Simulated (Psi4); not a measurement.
# One shape, several levels: C6H12Cl4Si4 (SMILES Cl[Si@]12C[Si@]3(Cl)C[Si@](Cl)(C1)C[Si@](Cl)(C2)C3)

Aim: a comparison of 5 runs (HF/STO-3G, HF/3-21G, HF/def2-SVP, r2SCAN/6-31G**, MP2/STO-3G) of C6H12Cl4Si4. 

The results are computed with Psi4 1.11.

**1. The molecule**

C6H12Cl4Si4 has 26 atoms, charge 0, and is taken as a singlet. As SMILES, `Cl[Si@]12C[Si@]3(Cl)C[Si@](Cl)(C1)C[Si@](Cl)(C2)C3`. Geometry: relaxed at GFN2-xTB. This is one conformer, not always the lowest.

Some bond lengths: Cl1–Si2 2.037 Å, Si2–C3 1.902 Å, C3–Si4 1.902 Å, Si4–Cl5 2.037 Å, Si4–C6 1.902 Å, C6–Si7 1.902 Å, Si7–Cl8 2.037 Å, Si2–C9 1.902 Å, Si7–C9 1.902 Å, Si7–C10 1.902 Å, C10–Si11 1.902 Å, Si11–Cl12 2.037 Å, Si2–C13 1.902 Å, Si11–C13 1.902 Å, Si4–C14 1.902 Å, Si11–C14 1.902 Å. Some angles: Cl1–Si2–C3 110.4°, Cl1–Si2–C9 110.4°, Cl1–Si2–C13 110.3°, C3–Si2–C9 108.5°, C3–Si2–C13 108.6°, C9–Si2–C13 108.6°, Si2–C3–Si4 111.3°, C3–Si4–Cl5 110.4°, C3–Si4–C6 108.6°, C3–Si4–C14 108.6°.

**2. The energy at HF/STO-3G (run 1)**

File job.inp:

```
memory 3300 mb

molecule {
  0 1
  Cl    -7.48019741     0.19719292     0.01763114
  Si    -3.63284730     0.09526109     0.00805023
  C     -2.30102502     3.25034783    -1.08462721
  Si     1.29355533     3.20977541    -1.10889129
  Cl     2.66300205     6.60920374    -2.28454660
  C      2.39416962     0.58957565    -3.31032774
  Si     1.13810646    -2.60995744    -2.25773139
  Cl     2.34237222    -5.37487243    -4.64923649
  C     -2.45396055    -2.47351922    -2.21332283
  C      2.30195098    -3.25042342     1.08268079
  Si     1.20056190    -0.69507906     3.35885591
  Cl     2.47283891    -1.43105180     6.91586849
  C     -2.39233658    -0.59112523     3.31170724
  C      2.45174957     2.47482313     2.21388974
  H     -3.00827392     3.69432009    -2.96452676
  H     -2.97512812     4.75765008     0.14201292
  H      1.77755198     0.98577563    -5.23233039
  H      4.44981369     0.54705682    -3.37446504
  H     -3.16491331    -2.13505037    -4.11368811
  H     -3.21608710    -4.29680257    -1.64219090
  H      4.35589431    -3.36316448     1.09861118
  H      1.63087144    -5.08850333     1.71708075
  H     -3.06876405     0.84019113     4.62508579
  H     -3.15234663    -2.37950534     3.98645285
  H      1.86504630     3.96509894     3.50464828
  H      4.50841410     2.47282002     2.25332833
  units au
  symmetry c1
}

set basis STO-3G
set puream true
set e_convergence 1e-09
set d_convergence 1e-08
set scf_type pk

energy_value, wavefunction = energy('scf', return_wfn=True)
```

On the command line:

```bash
$ psi4 -n 1 job.inp job.out
```

job.out:

```text
[...]
  Running in c1 symmetry.
[...]
  Nuclear repulsion = 2029.806282265963091
[...]
  Multiplicity = 1
[...]
  Nalpha       = 86
  Nbeta        = 86
[...]
    Number of basis functions: 114
[...]
   @RHF iter   1: -3192.54319335440687   -8.83162e+00   3.19253e-03 ADIIS/DIIS
[...]
   @RHF iter   9: -3192.68300339976577   -1.36424e-12   2.06684e-09 DIIS
[...]
    Orbital Energies [Eh]
    ---------------------
    Doubly Occupied:
       1A   -103.649202     2A   -103.649200     3A   -103.649181
       4A   -103.649159     5A    -68.093909     6A    -68.093899
       7A    -68.093888     8A    -68.093857     9A    -11.010886
      10A    -11.010818    11A    -11.010810    12A    -11.010803
      13A    -11.010748    14A    -11.010746    15A    -10.342379
      16A    -10.342371    17A    -10.342352    18A    -10.342326
      19A     -7.786092    20A     -7.786084    21A     -7.786065
      22A     -7.786037    23A     -7.780695    24A     -7.780694
      25A     -7.780692    26A     -7.780691    27A     -7.780674
      28A     -7.780674    29A     -7.780653    30A     -7.780653
      31A     -6.066328    32A     -6.066318    33A     -6.066308
      34A     -6.065624    35A     -4.093716    36A     -4.093706
[...]
  @RHF Final Energy: -3192.68300339976577
   => Energetics <=
    Nuclear Repulsion Energy =           2029.8062822659630910
    One-Electron Energy =               -8474.2709307372242620
    Two-Electron Energy =                3251.7816450714954044
    Total Energy =                      -3192.6830033997657665
[...]
 Multipole Moments:
 ------------------------------------------------------------------------------------
     Multipole            Electronic (a.u.)      Nuclear  (a.u.)        Total (a.u.)
 ------------------------------------------------------------------------------------
 L = 1.  Multiply by 2.5417464519 to convert [e a0] to [Debye]
 Dipole X            :         -0.0031007            0.0029304           -0.0001703
 Dipole Y            :          0.0003090           -0.0004369           -0.0001279
 Dipole Z            :          0.0003716            0.0001737            0.0005453
 Magnitude           :                                                    0.0005854
[...]
```

Run time: 9.3 s. Hardware: 1 thread of Intel Xeon Platinum 8488C (Sapphire Rapids), shared host; peak memory 0.5 GiB.

**3. Energy and forces at HF/3-21G (run 2)**

File input.json:

```json
{
  "schema_name": "qcschema_input",
  "schema_version": 1,
  "molecule": {
    "schema_name": "qcschema_molecule",
    "schema_version": 2,
    "symbols": ["Cl", "Si", "C", "Si", "Cl", "C", "Si", "Cl", "C", "C", "Si", "Cl", "C", "C", "H", "H", "H", "H", "H", "H", "H", "H", "H", "H", "H", "H"],
    "geometry": [-7.48019741, 0.19719292, 0.01763114, -3.6328473, 0.09526109, 0.00805023, -2.30102502, 3.25034783, -1.08462721, 1.29355533, 3.20977541, -1.10889129, 2.66300205, 6.60920374, -2.2845466, 2.39416962, 0.58957565, -3.31032774, 1.13810646, -2.60995744, -2.25773139, 2.34237222, -5.37487243, -4.64923649, -2.45396055, -2.47351922, -2.21332283, 2.30195098, -3.25042342, 1.08268079, 1.2005619, -0.69507906, 3.35885591, 2.47283891, -1.4310518, 6.91586849, -2.39233658, -0.59112523, 3.31170724, 2.45174957, 2.47482313, 2.21388974, -3.00827392, 3.69432009, -2.96452676, -2.97512812, 4.75765008, 0.14201292, 1.77755198, 0.98577563, -5.23233039, 4.44981369, 0.54705682, -3.37446504, -3.16491331, -2.13505037, -4.11368811, -3.2160871, -4.29680257, -1.6421909, 4.35589431, -3.36316448, 1.09861118, 1.63087144, -5.08850333, 1.71708075, -3.06876405, 0.84019113, 4.62508579, -3.15234663, -2.37950534, 3.98645285, 1.8650463, 3.96509894, 3.50464828, 4.5084141, 2.47282002, 2.25332833],
    "molecular_charge": 0,
    "molecular_multiplicity": 1,
    "fix_symmetry": "c1",
    "fix_com": true,
    "fix_orientation": true
  },
  "driver": "gradient",
  "model": {
    "method": "scf",
    "basis": "3-21G"
  },
  "keywords": {
    "puream": true,
    "e_convergence": 1e-09,
    "d_convergence": 1e-08,
    "scf_type": "direct",
    "scf_properties": ["MULLIKEN_CHARGES", "DIPOLE", "LOWDIN_CHARGES"]
  }
}
```

On the command line:

```bash
$ psi4 --qcschema input.json -n 1 --memory 3300MB
```

stdout:

```text
[...]
  Running in c1 symmetry.
[...]
  Nuclear repulsion = 2029.806282265962864
[...]
  Multiplicity = 1
[...]
  Nalpha       = 86
  Nbeta        = 86
[...]
    Number of basis functions: 182
[...]
   @DF-RHF iter   1: -3211.86537019628076    2.61006e-01   3.34186e-03 DIIS/ADIIS
[...]
   @RHF iter  13: -3212.09666359461153   -3.91083e-11   7.81713e-09 DIIS
[...]
  @RHF Final Energy: -3212.09666359461153
   => Energetics <=
    Nuclear Repulsion Energy =           2029.8062822659628637
    One-Electron Energy =               -8488.6556845419418096
    Two-Electron Energy =                3246.7527386813671910
    Total Energy =                      -3212.0966635946115275
[...]
 Multipole Moments:
 ------------------------------------------------------------------------------------
     Multipole            Electronic (a.u.)      Nuclear  (a.u.)        Total (a.u.)
 ------------------------------------------------------------------------------------
 L = 1.  Multiply by 2.5417464519 to convert [e a0] to [Debye]
 Dipole X            :          0.0368310           -0.0370956           -0.0002647
 Dipole Y            :         -0.0059146            0.0059904            0.0000758
 Dipole Z            :          0.0014997           -0.0008315            0.0006681
 Magnitude           :                                                    0.0007226
[...]
  -Total Gradient:
     Atom            X                  Y                   Z
    ------   -----------------  -----------------  -----------------
       1        0.051840867298    -0.001361449625    -0.000114116887
       2       -0.046970085794     0.001260820192     0.000089079953
       3       -0.000058433849     0.000029362921    -0.000008055978
       4        0.016725778707     0.041500071073    -0.014330523523
       5       -0.018444117570    -0.045773740707     0.015809373294
       6        0.000071289543     0.000008046105    -0.000013699872
       7        0.014629808167    -0.033722608923    -0.029175343996
       8       -0.016224130054     0.037209998237     0.032185065159
       9       -0.000025817854    -0.000048713548    -0.000056849078
      10        0.000080073174    -0.000018161084    -0.000026680966
      11        0.015443324454    -0.009047310407     0.043469411703
      12       -0.017136872652     0.009919812944    -0.047923117392
[...]
```

Run time: 61 s. Hardware: 1 thread of Intel Xeon Platinum 8488C (Sapphire Rapids), shared host; peak memory 0.86 GiB.

Runs 3 to 4 aren't shown in full; the table further down has their settings and results.

**4. A single-point energy at MP2/STO-3G (run 5)**

File input.inp:

```
memory 3300 mb

molecule {
  Cl    -7.48019741     0.19719292     0.01763114
  Si    -3.63284730     0.09526109     0.00805023
  C     -2.30102502     3.25034783    -1.08462721
  Si     1.29355533     3.20977541    -1.10889129
  Cl     2.66300205     6.60920374    -2.28454660
  C      2.39416962     0.58957565    -3.31032774
  Si     1.13810646    -2.60995744    -2.25773139
  Cl     2.34237222    -5.37487243    -4.64923649
  C     -2.45396055    -2.47351922    -2.21332283
  C      2.30195098    -3.25042342     1.08268079
  Si     1.20056190    -0.69507906     3.35885591
  Cl     2.47283891    -1.43105180     6.91586849
  C     -2.39233658    -0.59112523     3.31170724
  C      2.45174957     2.47482313     2.21388974
  H     -3.00827392     3.69432009    -2.96452676
  H     -2.97512812     4.75765008     0.14201292
  H      1.77755198     0.98577563    -5.23233039
  H      4.44981369     0.54705682    -3.37446504
  H     -3.16491331    -2.13505037    -4.11368811
  H     -3.21608710    -4.29680257    -1.64219090
  H      4.35589431    -3.36316448     1.09861118
  H      1.63087144    -5.08850333     1.71708075
  H     -3.06876405     0.84019113     4.62508579
  H     -3.15234663    -2.37950534     3.98645285
  H      1.86504630     3.96509894     3.50464828
  H      4.50841410     2.47282002     2.25332833
  units bohr
  symmetry c1
}

set puream true
set e_convergence 1e-09
set d_convergence 1e-08
set scf_type pk
set num_frozen_docc 46
set mp2_type conv

energy_value = energy("mp2/STO-3G")
```

On the command line:

```bash
$ psi4 input.inp input.out -n 1
```

input.out:

```text
[...]
  Running in c1 symmetry.
[...]
  Nuclear repulsion = 2029.806282265963091
[...]
  Multiplicity = 1
[...]
  Nalpha       = 86
  Nbeta        = 86
[...]
    Number of basis functions: 114
[...]
   @RHF iter   1: -3192.54319335440687   -8.83162e+00   3.19253e-03 ADIIS/DIIS
[...]
   @RHF iter   9: -3192.68300339976577   -1.36424e-12   2.06684e-09 DIIS
[...]
    Orbital Energies [Eh]
    ---------------------
    Doubly Occupied:
       1A   -103.649202     2A   -103.649200     3A   -103.649181
       4A   -103.649159     5A    -68.093909     6A    -68.093899
       7A    -68.093888     8A    -68.093857     9A    -11.010886
      10A    -11.010818    11A    -11.010810    12A    -11.010803
      13A    -11.010748    14A    -11.010746    15A    -10.342379
      16A    -10.342371    17A    -10.342352    18A    -10.342326
      19A     -7.786092    20A     -7.786084    21A     -7.786065
      22A     -7.786037    23A     -7.780695    24A     -7.780694
      25A     -7.780692    26A     -7.780691    27A     -7.780674
      28A     -7.780674    29A     -7.780653    30A     -7.780653
      31A     -6.066328    32A     -6.066318    33A     -6.066308
      34A     -6.065624    35A     -4.093716    36A     -4.093706
[...]
  @RHF Final Energy: -3192.68300339976577
   => Energetics <=
    Nuclear Repulsion Energy =           2029.8062822659630910
    One-Electron Energy =               -8474.2709307372242620
    Two-Electron Energy =                3251.7816450714954044
    Total Energy =                      -3192.6830033997657665
[...]
 Multipole Moments:
 ------------------------------------------------------------------------------------
     Multipole            Electronic (a.u.)      Nuclear  (a.u.)        Total (a.u.)
 ------------------------------------------------------------------------------------
 L = 1.  Multiply by 2.5417464519 to convert [e a0] to [Debye]
 Dipole X            :         -0.0031007            0.0029304           -0.0001703
 Dipole Y            :          0.0003090           -0.0004369           -0.0001279
 Dipole Z            :          0.0003716            0.0001737            0.0005453
 Magnitude           :                                                    0.0005854
[...]
	SCS-MP2 Total Energy (a.u.)        : -3193.18766582326498
	SOS-MP2 Total Energy (a.u.)        : -3193.16403998589794
	SCSN-MP2 Total Energy (a.u.)       : -3192.80774782106437
[...]
	SOS-PI-MP2 Total Energy (a.u.)     : -3193.24421275025315
[...]
	MP2 Total Energy (a.u.)            : -3193.15474473364384
[...]
```

It took 24 s on 1 thread of Intel Xeon Platinum 8488C (Sapphire Rapids), shared host; peak memory 0.87 GiB.

**5. Overview of the runs**

```tsv
run	level	task	integrals	energy (Eh)	dipole moment (D)	HOMO energy (eV)	LUMO energy (eV)	wall time
1	HF/STO-3G	energy	pk	-3192.683003	0.00	-9.83	7.17	9.3 s
2	HF/3-21G	gradient	direct	-3212.096664	0.00	-11.59	2.50	61 s
3	HF/def2-SVP (density fitting)	gradient	df	-3227.181625	0.00	-11.16	3.13	44 s
4	r2SCAN/6-31G** (density fitting, spherical functions)	gradient	df	-3234.531008	0.00	-7.26	-1.20	6.9 min
5	MP2/STO-3G	energy	pk	-3193.154745	–	-9.83	7.17	24 s
```

**6. Results**

| quantity | value |
| --- | --- |
| run 5: total energy | -3193.15474 Eh |
| run 5: HOMO energy (Hartree–Fock orbitals) | -9.83 eV |
| run 5: LUMO energy (Hartree–Fock orbitals) | 7.17 eV |
| run 5: HOMO–LUMO gap (Hartree–Fock orbitals) | 17.00 eV |
| run 5: correlation energy (46 core orbitals frozen) | -471.7 mEh |

**Reading.** Over runs 1, 2, 3, 4 the HOMO–LUMO gap runs from 6.05 eV (r2SCAN/6-31G**) to 17.00 eV (HF/STO-3G). The two ends differ in method and basis. In runs 1, 5 the basis is minimal, so the values are rough. All runs together took 9.2 min, the longest 6.9 min.
